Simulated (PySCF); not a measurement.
# AuCl4 ([AuCl4]-): the cost of one run

Computed with PySCF 2.14.0 and routines of our own; the level stands in each step. Atoms count from 0.

## 1. The starting structure

5 atoms, charge -1, multiplicity 1; geometry from: GFN2-xTB.

## 2. Geometry optimisation at PBE0-D3(BJ)/def2-SVP

The job: settings as JSON, then the geometry in Å.

```
{"job": {"xc": "PBE0", "basis": "def2-SVP", "d3": "d3bj", "grid": 1, "maxiter": 30, "shake": 0.03, "kind": "geom"}, "charge": -1, "multiplicity": 1}
Au     0.061420    -0.076870     0.031090
Cl     2.252610    -0.039140    -0.007080
Cl    -0.036580     2.261070    -0.021320
Cl    -2.168270     0.033660    -0.018860
Cl    -0.034340    -2.289190    -0.045950
```

The run is started by

```console
$ OMP_NUM_THREADS=1 python heavy_run.py task.json out
```

This one command runs all jobs of the session in turn.

**Question.** How long does this first job take on 1 thread of Arm Neoverse V2, shared host, and how much memory does it need?

About 35 s, with a peak of 0.39 GiB.
